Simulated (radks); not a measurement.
# Ar⁴⁺ in [Ne] 3s1.5 3p2 4f0.5: an all-electron calculation

An exercise on one series of results from a longer session: the logs are not shown, and one member is left open.

The numbers are computed with radks (a radial shooting solver on a logarithmic mesh, Libxc functionals) version 1 (scalar-relativistic Kohn-Sham, OLYP, spin-polarised, spherical densities, point nucleus; open shells are filled with parallel spins first), except any that are marked as measured or tabulated.

## What is computed

```
element       : argon (Z = 18)
charge        : +4
electrons     : 14
configuration : [Ne] 3s1.5 3p2 4f0.5
```

Set-up of the first run:

Input:

```text
Z 18
configuration [Ne] 3s1.5 3p2 4f0.5
relativity scalar-relativistic
functional optx,lyp
spin polarised
nucleus point
c 137.035999084
```

One of the session's tables, all rows but one given; the rest of the session is left out.

It belongs to the step «Radial structure». Radial moments (bohr):

```
  level      <r>  outermost maximum (interpolated)  90 % within  nodes
  1s up  0.08573                            0.0561        0.153      0
1s down  0.08571                            0.0561        0.153      0
  2s up   0.4117                             0.338        0.642      1
2s down   0.4114                             0.338        0.641      1
  2p up   0.3737                             0.280        0.618      0
2p down   0.3736                             0.280        0.617      0
  3s up        ?                                 ?            ?      ?
3s down    1.253                              1.11         1.86      2
  3p up    1.299                              1.15         1.94      1
3p down    1.342                              1.16         2.04      1
  4f up    3.494                              3.10         5.19      0
```

Q: Estimate the row for 3s up from the others.

The run gave: <r>: 1.231; outermost maximum (interpolated): 1.10; 90 % within: 1.80; nodes: 2. In the column «<r>» it lies between 2s up (0.4117) and 3s down (1.253).
